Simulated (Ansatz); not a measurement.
The system is GeCN2.

```
Ge N C
1.0
     1.79379    1.03565    4.92196
    -1.79379    1.03565    4.92196
     0.00000   -2.07129    4.92196
Ge N C
1 2 1
Direct
  0.00000 0.00000 0.00000
  0.58390 0.58390 0.58390
  0.41610 0.41610 0.41610
  0.50000 0.50000 0.50000
```

The cell comes from a database or a generator and needn't be the stable form of this composition.

Base run:

- Program: Ansatz 0.2.0
- Functional: HSE06
- Potentials or basis: Ansatz PAW
- Cutoff: 420 eV (not typed: the program's choice for these potentials)
- k mesh: 6 × 6 × 6
- Occupations: fermi-dirac, width 0.05 eV
- Spin: no spin polarisation

Its results: band gap on the k mesh 1.68 eV, indirect (least direct gap 2.77 eV); pressure -3.4 GPa; largest force 0.961 eV/Å.

Q: The run is repeated on the same cell with these changes: functional from HSE06 to PBE0. What comes out?

A: Band gap on the k mesh 2.34 eV, indirect (least direct gap 3.43 eV); pressure -3.5 GPa; largest force 1.004 eV/Å.

Caveats: the PAW data sets come from PBE, with cores solved anew for the run's functional, which leaves a small shift of forces and pressure; the thresholds are loose for stress; forces of over 1 eV/Å show positions far from the minimum, so gaps and moduli don't describe the material at rest (some runs).
